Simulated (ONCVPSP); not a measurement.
**Pseudopotential generation for In: ONCV, PBE**

Task: generate the file, and judge it by its errors in other configurations, its logarithmic derivatives, its ghosts and its cutoff.

Program: ONCVPSP 4.0.1.1 (patched build). Reference atom: PBE, scalar-relativistic, spherical and spin-unpolarised. All values are calculated.

## (1) The atom and the settings

The settings as typed:

| Quantity | Value |
| --- | --- |
| element | indium (In, Z = 49) |
| type | optimised norm-conserving Vanderbilt (ONCV) |
| frozen core | [Ar] 3d10 4s2 |
| valence charge | 19 |
| reference configuration | 4p6 4d10 5s2 (charge +1) |
| partial waves | 5s: rc 1.85 bohr, ncon 4, nbas 7, qcut 2.8 1/bohr, 2 projectors, debl 1.4 Ha; 4p: rc 1.20 bohr, ncon 4, nbas 8, qcut 11.6 1/bohr, 2 projectors, debl 1.2 Ha; 4d: rc 1.00 bohr, ncon 4, nbas 8, qcut 8.8 1/bohr, 2 projectors, debl 2 Ha |
| local potential | polynomial inside 0.95 bohr (lpopt 5, dvloc0 0 Ha) |
| core correction | Teter function, fcfact 5, rcfact 1.3 |

An earlier all-electron run gives the scale for the radii.

All-electron outer shells of the reference configuration (PBE, scalar-relativistic, ld1.x):

| shell | level (eV) | outermost node (bohr) | outermost maximum (bohr) |
| --- | --- | --- | --- |
| 4s | -127.12 | 0.41 | 0.77 |
| 4p | -85.60 | 0.42 | 0.82 |
| 4d | -26.07 | 0.40 | 0.94 |
| 5s | -14.92 | 1.02 | 2.11 |
| 5p | -8.43 | 1.14 | 2.64 |

## (2) Generation

Input file In.dat:

```
# ATOM AND REFERENCE CONFIGURATION
# atsym  z   nc   nv     iexc    psfile
  In 49.00    7    3        4      upf
#
#   n    l    f
    1    0    2.00
    2    0    2.00
    2    1    6.00
    3    0    2.00
    3    1    6.00
    3    2   10.00
    4    0    2.00
    4    1    6.00
    4    2   10.00
    5    0    2.00
#
# PSEUDOPOTENTIAL AND OPTIMIZATION
# lmax
    2
#
#   l,   rc,      ep,       ncon, nbas, qcut
    0    1.85    0.00    4    7    2.80
    1    1.20    0.00    4    8   11.60
    2    1.00    0.00    4    8    8.80
#
# LOCAL POTENTIAL
# lloc, lpopt,  rc(5),   dvloc0
    4    5    0.95    0.00
#
# VANDERBILT-KLEINMAN-BYLANDER PROJECTORs
# l, nproj, debl
    0    2    1.40
    1    2    1.20
    2    2    2.00
#
# MODEL CORE CHARGE
# icmod, fcfact, rcfact
    3    5.00    1.30
#
# LOG DERIVATIVE ANALYSIS
# epsh1, epsh2, depsh
   -5.00    5.00    0.04
#
# OUTPUT GRID
# rlmax, drl
    6.00    0.01
#
# TEST CONFIGURATIONS
# ncnf
    4
# nvcnf
#   n    l    f
    4
    4    1    6.00
    4    2   10.00
    5    0    2.00
    5    1    1.00
#
    3
    4    1    6.00
    4    2   10.00
    5    0    1.00
#
    3
    4    1    6.00
    4    2   10.00
    5    0    0.00
#
    3
    4    1    6.00
    4    2    9.00
    5    0    0.00
#
```

Started as:

```bash
$ oncvpsp.x < In.dat > In.out
```

**Question.** What will these runs give? Wanted: cutoffs for 1 and 0.1 mHa per electron, occupied waves; bound ghosts; GHOST(+) flags; largest test error; largest phase difference near zero energy, channels read; rms error of d²Exc/dn², without and with the model core; projector energies reset by the program.

As calculated:

```
                                                quantity                      value
  cutoffs for 1 and 0.1 mHa per electron, occupied waves           47 Ha and 186 Ha
                                            bound ghosts            s at -175.17 eV
                                          GHOST(+) flags         none at low energy
                            largest test error (AE − PS)  +100 meV, for 4p6 4d9 5s0
largest phase difference near zero energy, channels read                  0.000 rad
 rms error of d²Exc/dn², without and with the model core          3.01 and 1.29 mHa
                 projector energies reset by the program        p: -3.146, 0.250 Ha
```

A bound ghost (s) makes it unfit for use: electrons can fall into a state that the atom doesn't have. By total energies transferability is fair: the largest error is 100 meV on 103.9 eV, for 4p6 4d9 5s0. That test lies far up in energy; among those under 40 eV, nearer to bonding, the largest error is 8.7 meV. By its cutoff, 47 Ha for the looser tolerance, it is hard. The tighter tolerance needs 186 Ha, and converged work needs a cutoff nearer that. Near zero energy the phases of the channels with partial waves agree within 0.001 rad. These are tests on the free atom; a crystal test is still owed.
